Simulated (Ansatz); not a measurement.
Run this with Ansatz's Python interface and show what comes out.

`run_alloy.py`:
```python
"""Ordered Sc-Na cells across composition, after relaxing atoms and volume at fixed cell shape."""

from collections import Counter
import warnings

import ansatz
import numpy as np

config = {
    "xc": "lda",
    "scf_tol": 1e-05,
    "max_scf": 60,
    "kspacing": 0.39,
    "filling": "fermi_dirac",
    "width_ev": 0.1,
}


def fcc(A, a):
    return (
        ansatz.Lattice.fcc(a)
        .space_group(225)
        .atom(A, [0, 0, 0])
        .primitive()
    )

A_FIRST, A_LAST = 4.64, 5.39


def solve(name, crystal):
    calc = (
        crystal.calculation()
        .functional(config["xc"])
        .pseudopotentials("nc")
        .mixing("broyden", preconditioner="resta")
        .scf(tolerance=config["scf_tol"], max_iterations=config["max_scf"])
        .kpoints(spacing=config["kspacing"])  # sampling of the Brillouin zone
        .occupations(config["filling"], width=config["width_ev"])
        .band_table()
    )
    calc = calc.relax(force_tolerance=0.01, fix_cell=["shape"])
    return calc.run(threads=1)


def volume_per_atom(outcome):
    return abs(np.linalg.det(outcome.lattice.cell_ang)) / len(outcome.lattice.sites)


def counts(outcome):
    return Counter(site.symbol for site in outcome.lattice.sites)


def main() -> None:
    warnings.simplefilter("ignore")

    # swap the mixed sites of the conventional cell one by one
    phases = {}
    for k in range(4 + 1):
        a = A_FIRST + (A_LAST - A_FIRST) * k / 4
        cell = fcc("Sc", a).conventional().resolved()
        sites = [site.position for site in cell.sites if site.symbol == "Sc"]
        for position in sites[:k]:
            cell = cell.substitution("Na", at=position, replaces="Sc")
        phases[f"Sc{4 - k}Na{k}"] = cell.resolved()

    done = {}
    for name, crystal in phases.items():
        done[name] = solve(name, crystal)
        print(f"{name}: {done[name].report['energy_sigma0_ev']:.4f} eV, {len(done[name].lattice.sites)} atoms")

    # mixing quantities against the straight line between the end members, both on this lattice
    x = {name: counts(o)["Na"] / (counts(o)["Sc"] + counts(o)["Na"]) for name, o in done.items()}
    first, last = min(x, key=x.get), max(x, key=x.get)
    energy = {name: o.report["energy_sigma0_ev"] / len(o.lattice.sites) for name, o in done.items()}
    volume = {name: volume_per_atom(o) for name, o in done.items()}
    rows = []
    for name in sorted(done, key=x.get):
        line = lambda table: (1 - x[name]) * table[first] + x[name] * table[last]
        rows.append((name, x[name], 1000 * (energy[name] - line(energy)), volume[name], 100 * (volume[name] / line(volume) - 1)))
    print("      cell       x(Na)  E_mix (meV/atom)  V (A^3/atom)  excess V (%)")
    for row in rows:
        print(f"{str(row[0]):>10}  {row[1]:10.3f}  {row[2]:+16.1f}  {row[3]:12.3f}  {row[4]:+12.2f}")
    # a fit of these few cells to Omega x(1 - x); small periodic cells, not a random solution
    shape = np.array([row[1] * (1 - row[1]) for row in rows])
    print("Omega =", round(float(shape @ [row[2] for row in rows] / (shape @ shape)), 1), "meV/atom")


if __name__ == "__main__":
    main()
```

```console
$ python run_alloy.py
Sc4Na0: -5264.0068 eV, 4 atoms
Sc3Na1: -5187.7229 eV, 4 atoms
Sc2Na2: -5112.3659 eV, 4 atoms
Sc1Na3: -5037.9426 eV, 4 atoms
Sc0Na4: -4964.7259 eV, 4 atoms
      cell       x(Na)  E_mix (meV/atom)  V (A^3/atom)  excess V (%)
    Sc4Na0       0.000              +0.0        22.507         +0.00
    Sc3Na1       0.250            +365.9        23.759         -6.43
    Sc2Na2       0.500            +500.1        25.634         -9.35
    Sc1Na3       0.750            +400.9        28.911         -7.23
    Sc0Na4       1.000              +0.0        34.048         +0.00
Omega = 2023.9 meV/atom
```

Mixing energies: +401 meV an atom at x(Sc) = 0.25 (volume -7.2 % off the straight line), +500 meV an atom at x(Sc) = 0.50 (volume -9.3 % off the straight line) and +366 meV an atom at x(Sc) = 0.75 (volume -6.4 % off the straight line). All are positive, so the end members on this lattice are favoured over these cells.

What to keep in mind:
- These settings explore the input space; cutoff and mesh may be short of convergence.
- No spin polarisation was allowed.
- For the metals among these phases the mesh is modest: differences between phases can be off by up to 40 meV an atom.
- The program warned that this SCF threshold is loose for forces or stresses.
- Atoms and volume are relaxed with the cell's shape held, which in cells of lower than cubic symmetry can hide stresses and shift volumes.
- These are small ordered cells, with both end members on the same lattice, which need not be their own; they aren't random solutions. Differences under about 40 meV an atom lie within the error of mesh and functional.
- The cells are prototypes set up for this calculation and needn't exist.
- The script silences warnings, which a real study should read.
- Hardware and time: 2.4 min on 1 thread of Arm Neoverse V2, on a shared host, peak memory 0.62 GiB.
